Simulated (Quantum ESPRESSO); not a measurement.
# TaWC2 (R-3m) in Quantum ESPRESSO: reference runs

How does TaWC2 come out in PBEsol? The cell is run as given and disturbed.

All numbers are computed with Quantum ESPRESSO 7.5; they aren't measurements. Logs are shortened: lines on timing, memory, paths and dates and some standing lists are left out, and cuts for length are marked.

**1. The crystal as given**

The structure is trigonal, space group R-3m (No. 166). The conventional cell has a = 3.144 Å, b = 3.144 Å, c = 15.305 Å, α = 90.00°, β = 90.00°, γ = 120.00°. W (site symmetry -3m) has 6 C at 2.21 Å as nearest neighbours. Around Ta (site symmetry -3m) lie 6 C at 2.23 Å. C (site symmetry 3m) has 3 W at 2.21 Å and 3 Ta at 2.23 Å as nearest neighbours.

The cell comes from a database or a generator and needn't be the stable form of this composition.

**2. Single point, PBEsol**

The input, pw.in:

```
&CONTROL
  calculation = 'scf'
  prefix = 'pwscf'
  outdir = './tmp'
  pseudo_dir = './pseudo'
  tprnfor = .true.
  tstress = .true.
  disk_io = 'low'
/
&SYSTEM
  ibrav = 0
  celldm(1) = 8
  nat = 4
  ntyp = 3
  ecutwfc = 56
  ecutrho = 448
  nbnd = 25
  occupations = 'smearing'
  smearing = 'fd'
  degauss = 0.00367493
/
&ELECTRONS
  conv_thr = 8d-10
  electron_maxstep = 120
  mixing_beta = 0.5
/
ATOMIC_SPECIES
W    183.8400 w_pbesol_v1.2.uspp.F.UPF
Ta   180.9479 ta_pbesol_v1.uspp.F.UPF
C     12.0110 c_pbesol_v1.2.uspp.F.UPF
CELL_PARAMETERS alat
  0.3712969667141   0.2143684036751   1.2050829964868
 -0.3712969667141   0.2143684036751   1.2050829964868
  0.0000000000000  -0.4287368073738   1.2050829964868
ATOMIC_POSITIONS crystal
W      0.0000000000    0.0000000000    0.0000000000
Ta     0.5000000000    0.5000000000    0.5000000000
C      0.2509330000    0.2509330000    0.2509330000
C      0.7490670000    0.7490670000    0.7490670000
K_POINTS automatic
10 10 10 0 0 0
```

The input, pp_density.in:

```
&INPUTPP
  prefix = 'pwscf'
  outdir = './tmp'
  filplot = 'density.dat'
  plot_num = 0
/
&PLOT
  nfile = 1
  filepp(1) = 'density.dat'
  iflag = 3
  output_format = 6
  fileout = 'density.cube'
/
```

The input, pp_potential.in:

```
&INPUTPP
  prefix = 'pwscf'
  outdir = './tmp'
  filplot = 'potential.dat'
  plot_num = 11
/
&PLOT
  nfile = 1
  filepp(1) = 'potential.dat'
  iflag = 3
  output_format = 6
  fileout = 'potential.cube'
/
```

Potentials or basis: GBRV 1.5 PBEsol.

Command:

```
$ OMP_NUM_THREADS=1 mpirun -n 2 pw.x -nk 2 -in pw.in > pw.out
$ OMP_NUM_THREADS=1 mpirun -n 1 pp.x -in pp_density.in > pp_density.out
$ OMP_NUM_THREADS=1 mpirun -n 1 pp.x -in pp_potential.in > pp_potential.out
```

pw.out:

```text
This program is part of the open-source Quantum ESPRESSO suite
     for quantum simulation of materials; please cite
         "P. Giannozzi et al., J. Phys.:Condens. Matter 21 395502 (2009);
         "P. Giannozzi et al., J. Phys.:Condens. Matter 29 465901 (2017);
         "P. Giannozzi et al., J. Chem. Phys. 152 154105 (2020);
     in publications or presentations arising from this work. More details at

     Message from routine setup:
     using ibrav=0 with symmetry is DISCOURAGED, use correct ibrav instead

     K-points division:     npool     =       2
     Subspace diagonalization in iterative solution of the eigenvalue problem:
     a serial algorithm will be used

     G-vector sticks info
     --------------------
     sticks:   dense  smooth     PW     G-vecs:    dense   smooth      PW
     Sum        2069    1045    343                47057    16731    3117

     Using Slab Decomposition

     bravais-lattice index     =            0
     lattice parameter (alat)  =       8.0000  a.u.
     unit-cell volume          =     294.6594 (a.u.)^3
     number of atoms/cell      =            4
     number of atomic types    =            3
     number of electrons       =        35.00
     number of Kohn-Sham states=           25
     kinetic-energy cutoff     =      56.0000  Ry
     charge density cutoff     =     448.0000  Ry
     scf convergence threshold =      8.0E-10
     mixing beta               =       0.5000
     number of iterations used =            8  plain     mixing
     Exchange-correlation= SLA  PW   PSX  PSC
                           (   1   4  10   8   0   0   0)

     celldm(1)=   8.000000  celldm(2)=   0.000000  celldm(3)=   0.000000
     celldm(4)=   0.000000  celldm(5)=   0.000000  celldm(6)=   0.000000

     crystal axes: (cart. coord. in units of alat)
               a(1) = (   0.371297   0.214368   1.205083 )
               a(2) = (  -0.371297   0.214368   1.205083 )
               a(3) = (   0.000000  -0.428737   1.205083 )

     reciprocal axes: (cart. coord. in units 2 pi/alat)
               b(1) = (  1.346631  0.777478  0.276606 )
               b(2) = ( -1.346631  0.777478  0.276606 )
               b(3) = (  0.000000 -1.554956  0.276606 )

     PseudoPot. # 1 for W  read from file:
     w_pbesol_v1.2.uspp.F.UPF
     Pseudo is Ultrasoft + core correction, Zval = 14.0
     Generated by new atomic code, or converted to UPF format
     Using radial grid of  923 points,  8 beta functions with:
                l(1) =   0
                l(2) =   0
                l(3) =   0
                l(4) =   1
                l(5) =   1
                l(6) =   2
                l(7) =   2
                l(8) =   3
     Q(r) pseudized with  6 coefficients,  rinner =    1.350   1.350   1.350
                                                       1.350   1.350   1.350
                                                       1.350

     PseudoPot. # 2 for Ta read from file:
     ta_pbesol_v1.uspp.F.UPF
     Pseudo is Ultrasoft + core correction, Zval = 13.0
     Generated by new atomic code, or converted to UPF format
     Using radial grid of  921 points,  7 beta functions with:
                l(1) =   0
                l(2) =   0
                l(3) =   1
                l(4) =   1
                l(5) =   2
                l(6) =   2
                l(7) =   3
     Q(r) pseudized with  6 coefficients,  rinner =    1.300   1.300   1.300
                                                       1.300   1.300   1.300
                                                       1.300

     PseudoPot. # 3 for C  read from file:
     c_pbesol_v1.2.uspp.F.UPF
     Pseudo is Ultrasoft + core correction, Zval =  4.0
     Generated by new atomic code, or converted to UPF format
     Using radial grid of  721 points,  4 beta functions with:
                l(1) =   0
                l(2) =   0
                l(3) =   1
                l(4) =   1
     Q(r) pseudized with  8 coefficients,  rinner =    1.100   1.100   1.100

     atomic species   valence    mass     pseudopotential
     W                14.00   183.84000     W ( 1.00)
     Ta               13.00   180.94790     Ta( 1.00)
     C                 4.00    12.01100     C ( 1.00)

     12 Sym. Ops., with inversion, found

   Cartesian axes

     site n.     atom                  positions (alat units)
         1        W      tau(   1) = (   0.0000000   0.0000000   0.0000000  )
         2        Ta     tau(   2) = (   0.0000000  -0.0000000   1.8076245  )
         3        C      tau(   3) = (   0.0000000  -0.0000000   0.9071853  )
         4        C      tau(   4) = (  -0.0000000  -0.0000000   2.7080637  )

     number of k points=   116  Fermi-Dirac smearing, width (Ry)=  0.0037

     Number of k-points >= 100: set verbosity='high' to print them.

     Dense  grid:    47057 G-vectors     FFT dimensions: (  72,  72,  72)

     Smooth grid:    16731 G-vectors     FFT dimensions: (  50,  50,  50)

     Initial potential from superposition of free atoms

     starting charge      34.8986, renormalised to      35.0000

     negative rho (up, down):  1.555E-01 0.000E+00
     Starting wfcs are   34 randomized atomic wfcs

     Self-consistent Calculation

     iteration #  1     ecut=    56.00 Ry     beta= 0.50
     Davidson diagonalization with overlap
     ethr =  1.00E-02,  avg # of iterations =  2.0

     negative rho (up, down):  1.595E-01 0.000E+00

     total energy              =    -323.41041369 Ry
     estimated scf accuracy    <       1.09236909 Ry

     iteration #  2     ecut=    56.00 Ry     beta= 0.50
     Davidson diagonalization with overlap
     ethr =  3.12E-03,  avg # of iterations =  2.6

     negative rho (up, down):  1.629E-01 0.000E+00

     total energy              =    -323.69848556 Ry
     estimated scf accuracy    <       0.58614074 Ry

     iteration #  3     ecut=    56.00 Ry     beta= 0.50
     Davidson diagonalization with overlap
     ethr =  1.67E-03,  avg # of iterations =  2.0

     negative rho (up, down):  1.634E-01 0.000E+00

     total energy              =    -323.79351305 Ry
     estimated scf accuracy    <       0.22777335 Ry

     iteration #  4     ecut=    56.00 Ry     beta= 0.50
     Davidson diagonalization with overlap
     ethr =  6.51E-04,  avg # of iterations =  1.3
[... 46 lines left out ...]
     negative rho (up, down):  1.667E-01 0.000E+00

     total energy              =    -323.81857802 Ry
     estimated scf accuracy    <       0.00000002 Ry

     iteration # 10     ecut=    56.00 Ry     beta= 0.50
     Davidson diagonalization with overlap
     ethr =  4.78E-11,  avg # of iterations =  2.0

     negative rho (up, down):  1.667E-01 0.000E+00

     total energy              =    -323.81857802 Ry
     estimated scf accuracy    <          2.0E-09 Ry

     iteration # 11     ecut=    56.00 Ry     beta= 0.50
     Davidson diagonalization with overlap
     ethr =  5.74E-12,  avg # of iterations =  2.0

     negative rho (up, down):  1.667E-01 0.000E+00

     End of self-consistent calculation

     Number of k-points >= 100: set verbosity='high' to print the bands.

     the Fermi energy is    20.5415 ev

!    total energy              =    -323.81857802 Ry
     estimated scf accuracy    <          2.7E-12 Ry
     smearing contrib. (-TS)   =      -0.00108800 Ry
     internal energy E=F+TS    =    -323.81749002 Ry

     The total energy is F=E-TS. E is the sum of the following terms:
     one-electron contribution =     -19.76285151 Ry
     hartree contribution      =      31.22407148 Ry
     xc contribution           =     -90.30468546 Ry
     ewald contribution        =    -244.97402454 Ry

     convergence has been achieved in  11 iterations

     negative rho (up, down):  1.667E-01 0.000E+00

     Forces acting on atoms (cartesian axes, Ry/au):

     atom    1 type  1   force =    -0.00000000   -0.00000000   -0.00000000
     atom    2 type  2   force =     0.00000000    0.00000000   -0.00000000
     atom    3 type  3   force =     0.00000000    0.00000000    0.00230768
     atom    4 type  3   force =    -0.00000000   -0.00000000   -0.00230768

     Total force =     0.003264     Total SCF correction =     0.000001

     Computing stress (Cartesian axis) and pressure

     negative rho (up, down):  1.667E-01 0.000E+00
          total   stress  (Ry/bohr**3)                   (kbar)     P=     -105.02
  -0.00071601   0.00000000  -0.00000000         -105.33        0.00       -0.00
  -0.00000000  -0.00071601  -0.00000000           -0.00     -105.33       -0.00
  -0.00000000  -0.00000000  -0.00070980           -0.00       -0.00     -104.42

=------------------------------------------------------------------------------=
   JOB DONE.
=------------------------------------------------------------------------------=
```

pp_density.out:

```text
This program is part of the open-source Quantum ESPRESSO suite
     for quantum simulation of materials; please cite
         "P. Giannozzi et al., J. Phys.:Condens. Matter 21 395502 (2009);
         "P. Giannozzi et al., J. Phys.:Condens. Matter 29 465901 (2017);
         "P. Giannozzi et al., J. Chem. Phys. 152 154105 (2020);
     in publications or presentations arising from this work. More details at

     IMPORTANT: XC functional enforced from input :
     Exchange-correlation= PBESOL
                           (   1   4  10   8   0   0   0)
     Any further DFT definition will be discarded
     Please, verify this is what you really want

     G-vector sticks info
     --------------------
     sticks:   dense  smooth     PW     G-vecs:    dense   smooth      PW
     Sum        2069    1045    343                47057    16731    3117

     Using Slab Decomposition

     negative rho (up, down):  1.667E-01 0.000E+00

     Calling punch_plot, plot_num =   0
     Writing data to file  density.dat
     Reading data from file  density.dat

     Writing data to be plotted to file density.cube
     Plot Type: 3D                     Output format: Gaussian cube

=------------------------------------------------------------------------------=
   JOB DONE.
=------------------------------------------------------------------------------=
```

It took 2.6 min on 2 MPI ranks of Arm Neoverse V1, shared host; peak memory 0.56 GiB.

Results:

```yaml
Free_energy: -4405.7762 eV
Pressure: -10.5 GPa
Largest_force: 0.059 eV/Å
Band_gap_on_the_k_mesh: none (metal or under the smearing width)
```

Forces in eV/Å, atoms in the order of the input:
```
W    0.000  0.000  0.000
Ta   0.000  0.000  0.000
C    0.000  0.000  0.059
C    0.000  0.000 -0.059
```

The run has no spin-orbit coupling, so splittings on Ta, W are missing.

**3. Single point, PBEsol (atoms moved at random, drawn with an rms of 0.05 Å)**

The input, pw.in:

```
&CONTROL
  calculation = 'scf'
  prefix = 'pwscf'
  outdir = './tmp'
  pseudo_dir = './pseudo'
  tprnfor = .true.
  tstress = .true.
  disk_io = 'nowf'
/
&SYSTEM
  ibrav = 0
  nat = 4
  ntyp = 3
  ecutwfc = 56
  ecutrho = 448
  nbnd = 25
  occupations = 'smearing'
  smearing = 'fd'
  degauss = 0.00367493
/
&ELECTRONS
  conv_thr = 8d-10
  electron_maxstep = 120
  mixing_beta = 0.5
/
ATOMIC_SPECIES
W    183.8400 w_pbesol_v1.2.uspp.F.UPF
Ta   180.9479 ta_pbesol_v1.uspp.F.UPF
C     12.0110 c_pbesol_v1.2.uspp.F.UPF
CELL_PARAMETERS angstrom
   1.5718551461    0.9075109917    5.1016196719
  -1.5718551461    0.9075109917    5.1016196719
   0.0000000000   -1.8150219835    5.1016196719
ATOMIC_POSITIONS crystal
W     -0.0028920000   -0.0122870000    0.0150520000
Ta     0.5183300000    0.4893990000    0.4874200000
C      0.2571910000    0.2446260000    0.2490950000
C      0.7336520000    0.7508970000    0.7564440000
K_POINTS automatic
10 10 10 0 0 0
```

Potentials or basis: GBRV 1.5 PBEsol.

Command:

```
$ OMP_NUM_THREADS=1 mpirun -n 2 pw.x -nk 2 -in pw.in > pw.out
```

pw.out:

```text
This program is part of the open-source Quantum ESPRESSO suite
     for quantum simulation of materials; please cite
         "P. Giannozzi et al., J. Phys.:Condens. Matter 21 395502 (2009);
         "P. Giannozzi et al., J. Phys.:Condens. Matter 29 465901 (2017);
         "P. Giannozzi et al., J. Chem. Phys. 152 154105 (2020);
     in publications or presentations arising from this work. More details at

     K-points division:     npool     =       2
     Subspace diagonalization in iterative solution of the eigenvalue problem:
     a serial algorithm will be used

     G-vector sticks info
     --------------------
     sticks:   dense  smooth     PW     G-vecs:    dense   smooth      PW
     Sum        2069    1045    343                47057    16731    3117

     Using Slab Decomposition

     bravais-lattice index     =            0
     lattice parameter (alat)  =      10.2326  a.u.
[... 193 lines left out ...]
     Davidson diagonalization with overlap
     ethr =  5.39E-11,  avg # of iterations =  2.0

     negative rho (up, down):  1.672E-01 0.000E+00

     End of self-consistent calculation

     Number of k-points >= 100: set verbosity='high' to print the bands.

     the Fermi energy is    20.5414 ev

!    total energy              =    -323.81653452 Ry
     estimated scf accuracy    <          7.1E-10 Ry
     smearing contrib. (-TS)   =      -0.00107262 Ry
     internal energy E=F+TS    =    -323.81546190 Ry

     The total energy is F=E-TS. E is the sum of the following terms:
     one-electron contribution =     -19.93996572 Ry
     hartree contribution      =      31.31506032 Ry
     xc contribution           =     -90.31015095 Ry
     ewald contribution        =    -244.88040556 Ry

     convergence has been achieved in  11 iterations

     negative rho (up, down):  1.672E-01 0.000E+00

     Forces acting on atoms (cartesian axes, Ry/au):

     atom    1 type  1   force =    -0.01141127   -0.00056363   -0.00532604
     atom    2 type  2   force =    -0.01303994   -0.00497317    0.00226346
     atom    3 type  3   force =    -0.00227513   -0.00604160   -0.00416533
     atom    4 type  3   force =     0.02672634    0.01157839    0.00722791

     Total force =     0.036310     Total SCF correction =     0.000085

     Computing stress (Cartesian axis) and pressure

     negative rho (up, down):  1.672E-01 0.000E+00
          total   stress  (Ry/bohr**3)                   (kbar)     P=      -99.27
  -0.00068734   0.00001529   0.00001039         -101.11        2.25        1.53
   0.00001529  -0.00068002  -0.00000998            2.25     -100.03       -1.47
   0.00001039  -0.00000998  -0.00065703            1.53       -1.47      -96.65

=------------------------------------------------------------------------------=
   JOB DONE.
=------------------------------------------------------------------------------=
```

It took 10 min on 2 MPI ranks of Arm Neoverse V1, shared host; peak memory 0.86 GiB.

Results:

| Quantity | Value |
| --- | --- |
| Free energy | -4405.7484 eV |
| Pressure | -9.9 GPa |
| Largest force | 0.772 eV/Å |
| Band gap on the k mesh | none (metal or under the smearing width) |

Forces in eV/Å, atoms in the order of the input:
```
W   -0.293 -0.014 -0.137
Ta  -0.335 -0.128  0.058
C   -0.058 -0.155 -0.107
C    0.687  0.298  0.186
```

Stress tensor (GPa, compression positive):
```
-10.11   0.22   0.15
  0.22 -10.00  -0.15
  0.15  -0.15  -9.67
```

Levels at points of the mesh, in eV from the Fermi level:
| k point | band 16 | band 17 | band 18 | band 19 | band 20 | band 21 |
| --- | --- | --- | --- | --- | --- | --- |
| (0.00, 0.00, 0.00) | -2.05 | -0.91 | -0.81 | -0.73 | -0.20 | -0.09 |
| (0.00, 0.00, -0.50) | -4.35 | -1.25 | -0.77 | 1.43 | 2.12 | 3.14 |
| (0.00, -0.50, -0.50) | -2.18 | -2.12 | 1.20 | 1.64 | 1.78 | 2.56 |
| (-0.50, -0.50, -0.50) | -4.23 | -1.05 | -0.92 | 0.06 | 0.19 | 0.47 |
| (-0.50, 0.00, 0.00) | -4.41 | -1.40 | -0.58 | 1.43 | 2.08 | 3.14 |
| (0.00, -0.50, 0.00) | -4.34 | -1.24 | -0.72 | 1.42 | 2.12 | 3.15 |
| (0.50, 0.00, 0.50) | -2.19 | -2.08 | 1.17 | 1.65 | 1.81 | 2.56 |
| (-0.50, -0.50, 0.00) | -2.15 | -2.11 | 1.18 | 1.64 | 1.86 | 2.53 |

The run has no spin-orbit coupling, so splittings on Ta, W are missing.
